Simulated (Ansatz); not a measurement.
**GaPHS (doublet): from Hartree-Fock to the top rungs at distance P1–Ga2 = 2.772 Å, cc-pVDZ**

An exercise on one series of results from a longer session: the logs are not shown, and one member is left open.

Program: Ansatz 0.2.0, Gaussian basis. Level of theory: cc-pVDZ, core rule «outside noble gas», up to 24 orbitals frozen. These are calculated values, not measurements.

The runs, in order: UHF; CCSD(T) on ROHF; CCSD(T) on UHF; BCCD(T) on ROHF; CISD; CCSDT(Q) on ROHF; CCSDT(Q) on UHF; CASSCF and MRCISD+Q, 3 electrons in 3 orbitals; CASSCF and NEVPT2, 3 electrons in 3 orbitals.

49 further runs of the same task are left out: 7 for a known fault of the program, 4 for a mislabelled method, 30 that didn't finish, 8 set aside as unsound or not needed.

## What is computed

The geometry derives from a PBE0/def2-TZVP stationary point (not a proven minimum). One bond is set to the value named and the two fragments are kept rigid. No spin-orbit coupling is included. The filled d shell of Ga may be among the frozen orbitals whatever the setting's name suggests; the logs give the count.

4 atoms, charge 0, spin multiplicity 2.

Atoms are counted from 1 here; the program's logs count them from 0.

Bond lengths: P1–Ga2 2.772 Å, P1–H4 1.428 Å, Ga2–S3 2.019 Å. Angles: Ga2–P1–H4 89.2°, P1–Ga2–S3 178.3°.

Geometry (Å):

```xyz
4

P     0.0000   -0.4083    1.8821
Ga    0.0000   -0.3110   -0.8882
S     0.0000   -0.2996   -2.9072
H     0.0000    1.0189    1.9133
```

Set-up of the first run:

Contents of in.yaml:

```yaml
crystal:
  periodic: [false, false, false]
  atoms:
    - {symbol: P, position_ang: [-0.000004, -0.408329, 1.882094]}
    - {symbol: Ga, position_ang: [0.000010, -0.310972, -0.888196]}
    - {symbol: S, position_ang: [-0.000003, -0.299607, -2.907245]}
    - {symbol: H, position_ang: [-0.000003, 1.018908, 1.913347]}
basis:
  gaussian: {orbitals: cc-pVDZ}
magnetization: {spin_polarized: true, initial_magnetization: 1}
hamiltonian: {xc: hf}
output: {orbitals: {seedname: orbitals}}
```

Command:

```sh
$ ansatz run in.yaml --threads 1 --pin off --events-out ev --progress --plain --max-ram 2393MiB
```

Among the steps run: UHF; CCSD(T) on ROHF; CCSD(T) on UHF; BCCD(T) on ROHF; CISD; CCSDT(Q) on ROHF; CCSDT(Q) on UHF; CASSCF and MRCISD+Q, 3 electrons in 3 orbitals; CASSCF and NEVPT2, 3 electrons in 3 orbitals.

One table of the session follows, with a row left open; its other results are not shown here.

It belongs to the step «Misses and costs». 

| method | from UCCSDT(Q) (kcal/mol) |
| --- | --- |
| ROHF | ? |
| UHF | +208.32 |
| RMP2 | +34.34 |
| UMP2 | +36.19 |
| RCCSD | +11.24 |
| UCCSD | +11.21 |
| RCCSD(T) | +2.14 |
| UCCSD(T) | +2.27 |
| BCCD(T) | +2.11 |
| RCCSDT | +0.91 |
| UCCSDT | +0.92 |
| RCCSDT(Q) | +0.21 |
| UCCSDT(Q) | 0 |
| CASSCF pair | +200.13 |
| NEVPT2 pair | +32.30 |
| MRCISD pair | +31.52 |
| MRCISD+Q pair | +6.24 |

**Question.** Estimate the row for ROHF.

The run gave: from UCCSDT(Q) (kcal/mol): +212.12. In the column «from UCCSDT(Q) (kcal/mol)» it is the highest.

Not comparable, so not listed: CISD (they don't share determinant, frozen orbitals or solution with the rows shown, or repeat one).

To keep in mind: Restricted and unrestricted rows rest on different reference determinants; where their highest levels disagree by more than a few hundredths of an eV, they describe different states and don't form one ladder.
